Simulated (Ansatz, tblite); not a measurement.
# BMe2Br (C₂H₆BBr): spin states and exact exchange

Aim: set other spin states of BMe2Br (C₂H₆BBr) against its singlet, on many levels of theory.

Program: Ansatz 0.2.0, Gaussian basis. Level of theory: as each input shows. These are calculated values, not measurements.

Plan: triplet, at the geometry of the singlet (GFN1-xTB, GFN2-xTB, PBE0-D4/def2-TZVP, PBE-D4/def2-TZVP, r2SCAN-D4/def2-TZVP); the singlet's energies come from earlier runs.

## (1) The structure

The geometry is that of the singlet, from an earlier relaxation (PBE0-D4/def2-SVP).

10 atoms, charge 0, spin multiplicity 1.

Bond lengths: B1–C2 1.562 Å, B1–C6 1.562 Å, B1–Br10 1.934 Å, C2–H3 1.108 Å, C2–H4 1.102 Å, C2–H5 1.098 Å, C6–H7 1.108 Å, C6–H8 1.101 Å, C6–H9 1.099 Å. Angles: C2–B1–C6 123.8°, C2–B1–Br10 118.1°, C6–B1–Br10 118.1°, B1–C2–H3 106.3°, B1–C2–H4 112.3°, B1–C2–H5 114.6°, H3–C2–H4 106.1°, H3–C2–H5 106.9°, H4–C2–H5 110.1°, B1–C6–H7 106.4°, B1–C6–H8 112.4°, B1–C6–H9 114.5°, H7–C6–H8 106.2°, H7–C6–H9 106.8°, H8–C6–H9 110.1°.

## (2) Triplet at the fixed geometry, GFN1-xTB

Tight binding, by tblite at 300 K electronic temperature and without a spin-polarisation term:

```python
tblite.interface.Calculator('GFN1-xTB', numbers, positions, charge=0, uhf=2).singlepoint()
```

Energy -343.5063 eV; 0.005 s.

## (3) Triplet at the fixed geometry, GFN2-xTB

Tight binding, by tblite at 300 K electronic temperature and without a spin-polarisation term:

```python
tblite.interface.Calculator('GFN2-xTB', numbers, positions, charge=0, uhf=2).singlepoint()
```

Energy -340.2775 eV; 0.004 s.

## (4) Triplet at the fixed geometry, PBE0-D4/def2-TZVP

in.yaml reads:

```yaml
crystal:
  periodic: [false, false, false]
  atoms:
    - {symbol: B, position_ang: [-0.258453, -0.443759, 0.000027]}
    - {symbol: C, position_ang: [1.301772, -0.503789, 0.032622]}
    - {symbol: H, position_ang: [1.593077, -0.446061, 1.099894]}
    - {symbol: H, position_ang: [1.763429, 0.368546, -0.456842]}
    - {symbol: H, position_ang: [1.732395, -1.432352, -0.366070]}
    - {symbol: C, position_ang: [-1.076958, 0.886098, -0.032051]}
    - {symbol: H, position_ang: [-1.195995, 1.153261, -1.100323]}
    - {symbol: H, position_ang: [-0.535523, 1.723528, 0.435436]}
    - {symbol: H, position_ang: [-2.088420, 0.808027, 0.389660]}
    - {symbol: Br, position_ang: [-1.235314, -2.113489, -0.002353]}
basis:
  gaussian: {orbitals: def2-TZVP}
magnetization: {spin_polarized: true, initial_magnetization: 2}
hamiltonian: {xc: pbe0, dispersion: d4}
scf: {omitted_lower_state_checks: [starts]}
output: {orbitals: {seedname: orbitals}}
```

Command:

```bash
$ ansatz run in.yaml --threads 4 --pin off --events-out ev --progress --plain --max-ram 3916MiB
```

What it wrote:

```text
Functional definition: PBE0
  name "PBE0"
  cite "Adamo & Barone, J. Chem. Phys. 110, 6158 (1999) doi:10.1063/1.478522"
  cite "Perdew, Burke & Ernzerhof, Phys. Rev. Lett. 77, 3865 (1996) doi:10.1103/PhysRevLett.77.3865"
  parent pbe
  parameter a = 0.25
  parameter kappa = 0.804
  parameter beta = 0.06672455060314922
  exchange = (1 - a)*pbe_x(kappa = kappa, mu = beta*pi^2/3) + a*exact_x
  correlation = pbe_c(beta = beta)
these checks for a lower state are left out or cut short: starts
1206 factors; their error is unknown
mean field evaluation 1: about -72864.6127 eV, gradient 5.4e1 eV
mean field evaluation 2: about -72824.7274 eV, gradient 9.1e1 eV
mean field evaluation 4: about -72879.4766 eV, gradient 6.9e0 eV
mean field evaluation 8: about -72879.7124 eV, gradient 8.4e-2 eV
mean field evaluation 16: about -72880.1366 eV, gradient 9.9e-4 eV
mean field -72880.13657035 eV, -2678.2956190294 hartree, gradient 2.8e-5 eV, S^2 2.006019; 0 other end points of the search recorded, 0 dependent functions left out
reference -72880.13660281 eV, -2678.2956202224 hartree; 30, 28 occupied and 147, 149 virtual orbitals, 1206 factors
Total energy: -72880.29363860 eV, -2678.3013911811 hartree
Checks for a lower state left out: starts
```

It took 4.6 s on 4 threads of Arm Neoverse V2, shared host.

From the report: HOMO -2.99 eV, LUMO -6.25 eV (over both spins; with the spin held, an empty level of the minority spin lies below the top filled one); ⟨S²⟩ 2.006 (pure: 2.00).

## (5) Triplet at the fixed geometry, PBE-D4/def2-TZVP

start.molden holds the orbitals of an earlier run on this state, given as this run's starting guess.

Edit in.yaml of step 4 so:

```diff
@@ -14,5 +14,5 @@
 basis:
-  gaussian: {orbitals: def2-TZVP}
+  gaussian: {orbitals: def2-TZVP, initial_orbitals: start.molden}
 magnetization: {spin_polarized: true, initial_magnetization: 2}
-hamiltonian: {xc: pbe0, dispersion: d4}
+hamiltonian: {xc: pbe, dispersion: d4}
 scf: {omitted_lower_state_checks: [starts]}
```

The command is unchanged.

What it wrote:

```text
Functional definition: PBE
  name "PBE"
  cite "Perdew, Burke & Ernzerhof, Phys. Rev. Lett. 77, 3865 (1996) doi:10.1103/PhysRevLett.77.3865"
  parent pbe
  parameter kappa = 0.804
  parameter beta = 0.06672455060314922
  exchange = pbe_x(kappa = kappa, mu = beta*pi^2/3)
  correlation = pbe_c(beta = beta)
these checks for a lower state are left out or cut short: starts
1169 factors; their error is unknown
mean field evaluation 1: about -72877.2981 eV, gradient 7.2e0 eV
mean field evaluation 2: about -72877.3903 eV, gradient 1.5e-1 eV
mean field evaluation 4: about -72877.3451 eV, gradient 2.9e-3 eV
mean field -72877.34510533 eV, -2678.1930345822 hartree, gradient 4.5e-5 eV, S^2 2.003784; 0 other end points of the search recorded, 0 dependent functions left out
reference -72877.34514938 eV, -2678.1930362010 hartree; 30, 28 occupied and 147, 149 virtual orbitals, 1169 factors
Total energy: -72877.53102720 eV, -2678.1998670850 hartree
Checks for a lower state left out: starts
```

Run time: 2.7 s. Hardware: 4 threads of Arm Neoverse V2, shared host.

Report: HOMO -2.00 eV, LUMO -6.86 eV (over both spins; with the spin held, an empty level of the minority spin lies below the top filled one); ⟨S²⟩ 2.004 (pure: 2.00).

## (6) Triplet at the fixed geometry, r2SCAN-D4/def2-TZVP

Edit in.yaml of step 5 so:

```diff
@@ -16,3 +16,3 @@
 magnetization: {spin_polarized: true, initial_magnetization: 2}
-hamiltonian: {xc: pbe, dispersion: d4}
+hamiltonian: {xc: r2scan, dispersion: d4}
 scf: {omitted_lower_state_checks: [starts]}
```

Launched as before.

What it wrote:

```text
Functional definition: r2SCAN
  name "r2SCAN"
  cite "Furness, Kaplan, Ning, Perdew & Sun, J. Phys. Chem. Lett. 11, 8208 (2020) doi:10.1021/acs.jpclett.0c02405"
  cite "Furness, Kaplan, Ning, Perdew & Sun, J. Phys. Chem. Lett. 11, 9248 (2020) doi:10.1021/acs.jpclett.0c03077"
  parent r2scan
  parameter k0 = 0.174
  parameter k1 = 0.065
  parameter a1 = 4.9479
  exchange = r2scan_x(k0 = k0, k1 = k1, a1 = a1)
  correlation = r2scan_c
these checks for a lower state are left out or cut short: starts
1169 factors; their error is unknown
mean field evaluation 1: about -72889.8701 eV, gradient 5.1e0 eV
mean field evaluation 2: about -72889.9200 eV, gradient 8.1e-2 eV
mean field evaluation 4: about -72889.8759 eV, gradient 2.3e-3 eV
mean field -72889.87591706 eV, -2678.6535334197 hartree, gradient 5.4e-5 eV, S^2 2.008121; 0 other end points of the search recorded, 0 dependent functions left out
reference -72889.87593161 eV, -2678.6535339542 hartree; 30, 28 occupied and 147, 149 virtual orbitals, 1169 factors
Total energy: -72889.92114189 eV, -2678.6551954015 hartree
Checks for a lower state left out: starts
```

It took 7 s on 4 threads of Arm Neoverse V2, shared host.

HOMO -2.27 eV, LUMO -6.89 eV (over both spins; with the spin held, an empty level of the minority spin lies below the top filled one); ⟨S²⟩ 2.008 (pure: 2.00).

## (7) Triplet less singlet, vertical

The singlet's energies are those of its earlier runs, whose logs aren't repeated here.

```csv
level,"triplet less singlet, vertical (kcal/mol)",time
GFN1-xTB,+112.5,0.012 s
GFN2-xTB,+112.2,0.008 s
PBE-D4/def2-TZVP,+111.0,4.6 s
r2SCAN-D4/def2-TZVP,+114.1,10 s
PBE0-D4/def2-TZVP,+118.6,6.8 s
```

Times add the two runs; a level without a time comes out of a correlated run. Tight binding without a spin term can't rank spin states.

## (8) What came out

| quantity | value |
| --- | --- |
| triplet less singlet, vertical, functionals in def2-TZVP | +111.0 (PBE-D4) to +118.6 kcal/mol (PBE0-D4) |

What this shows: All functionals put the triplet above the singlet, over a spread of 7.5 kcal/mol. The checks for a lower triplet were left out, so another state of that spin may lie lower. These are electronic energies, without zero-point motion, entropy or surroundings.
